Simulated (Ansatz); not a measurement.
**CH4SSeSi: one species, many methods**

How much do the methods differ for CH4SSeSi? The plan is to run it at one geometry with functionals of several rungs and with coupled cluster, and see how far each lands from CCSD(T) at the basis-set limit for the atomisation energy.

Method: functionals in def2-TZVPP, the program's frozen cores in correlated methods; program: Ansatz 0.2.0, Gaussian basis.

Levels to be run: PBE-D4, r2SCAN-D4, PBE0-D4, B3LYP-D4, ωB97X-V, ωB97M-V, B2PLYP; CCSD(T)/def2-TZVPP; MP2/def2-QZVPP; extrapolation to the limit.

### Step 1. The relaxed structure

The geometry comes from an earlier relaxation with PBE0-D4 in a triple-zeta def2 set; it is a stationary point, not always the lowest conformer.

SMILES `C1S[SiH2][Se]1`, 8 atoms, charge 0, spin multiplicity 1.

Atoms are counted from 1 here; the program's logs count them from 0.

Bond lengths: C1–S2 1.826 Å, C1–Se4 1.978 Å, C1–H5 1.088 Å, C1–H6 1.088 Å, S2–Si3 2.134 Å, Si3–Se4 2.273 Å, Si3–H7 1.486 Å, Si3–H8 1.486 Å. Angles: S2–C1–Se4 106.4°, S2–C1–H5 110.4°, S2–C1–H6 110.4°, Se4–C1–H5 109.5°, Se4–C1–H6 109.5°, H5–C1–H6 110.6°, C1–S2–Si3 86.7°, S2–Si3–Se4 87.4°, S2–Si3–H7 114.9°, S2–Si3–H8 114.9°, Se4–Si3–H7 115.6°, Se4–Si3–H8 115.6°, H7–Si3–H8 107.6°, C1–Se4–Si3 79.5°.

Coordinates:

```mol
CH4SSeSi
  3D, bonds by distance, orders not assigned

  8  8  0  0  0  0  0  0  0  0999 V2000
   -0.6383    1.1337   -0.4027 C   0  0
    0.5327    0.9265    0.9827 S   0  0
    0.6646   -1.1227    0.4019 Si  0  0
   -0.8074   -0.6400   -1.2613 Se  0  0
   -0.2498    1.8505   -1.1227 H   0  0
   -1.6102    1.4524   -0.0325 H   0  0
    2.0129   -1.5629   -0.0411 H   0  0
    0.1876   -2.0945    1.4198 H   0  0
  1  2  8  0
  2  3  8  0
  3  4  8  0
  1  5  8  0
  1  6  8  0
  3  7  8  0
  3  8  8  0
  1  4  8  0
M  END
```

### Step 2. PBE-D4 (GGA)

Contents of in.yaml:

```yaml
crystal:
  periodic: [false, false, false]
  atoms:
    - {symbol: C, position_ang: [-0.638279, 1.133668, -0.402708]}
    - {symbol: S, position_ang: [0.532674, 0.926498, 0.982734]}
    - {symbol: Si, position_ang: [0.664592, -1.122703, 0.401911]}
    - {symbol: Se, position_ang: [-0.807399, -0.640036, -1.261321]}
    - {symbol: H, position_ang: [-0.249805, 1.850475, -1.122731]}
    - {symbol: H, position_ang: [-1.610152, 1.452365, -0.032503]}
    - {symbol: H, position_ang: [2.012892, -1.562917, -0.041115]}
    - {symbol: H, position_ang: [0.187577, -2.094450, 1.419832]}
basis:
  gaussian: {orbitals: def2-TZVPP}
hamiltonian: {xc: pbe, dispersion: d4}
output: {forces: true, orbitals: {seedname: orbitals}}
```

Launch:

```
> ansatz run in.yaml --threads 4 --pin off --events-out ev --progress --plain --max-ram 10444MiB
```

After this run come: r2SCAN-D4 (meta-GGA); PBE0-D4 (hybrid); B3LYP-D4 (hybrid); ωB97X-V (range-separated); ωB97M-V (range-separated); B2PLYP (double hybrid); CCSD(T) in def2-TZVPP; MP2 in def2-QZVPP.

**Question.** What will the summary of the whole plan be? Wanted: atomisation energy, CCSD(T)/CBS; farthest; mean size of error, hybrid; mean size of error, range-separated; gap, smallest and largest; T1 diagnostic; triples share of the correlation energy.

The runs gave:

```
                               quantity                                 value
        atomisation energy, CCSD(T)/CBS                         2626.6 kJ/mol
 functionals within 26.3 kJ/mol (1.0 %)  r2SCAN-D4, PBE0-D4, ωB97X-V, ωB97M-V
                               farthest                 B2PLYP (-61.0 kJ/mol)
             mean size of error, hybrid                           15.1 kJ/mol
    mean size of error, range-separated                            8.7 kJ/mol
              gap, smallest and largest  3.58 eV (PBE-D4), 10.01 eV (ωB97X-V)
                          T1 diagnostic                                0.0103
triples share of the correlation energy                                 4.4 %
```

**Reading.** PBE-D4 is off by +35.9 kJ/mol. Double hybrids carry the basis error of their MP2 part in triple zeta, and no dispersion term here, so their miss is partly the set-up's. The reference freezes the cores and leaves out relativity and excitations past (T), and its outer-core shells are covered unevenly, so misses under about 26.3 kJ/mol can't be ranked. All levels share the lack of spin-orbit coupling, which lowers the free heavy atoms and so the true binding. Hartree-Fock recovers 70 % of the binding; the rest is correlation. Orbital gaps span 3.6 to 10.0 eV; exact exchange widens them. Correlated methods include outer-core shells of Se, which these sets cover unevenly.
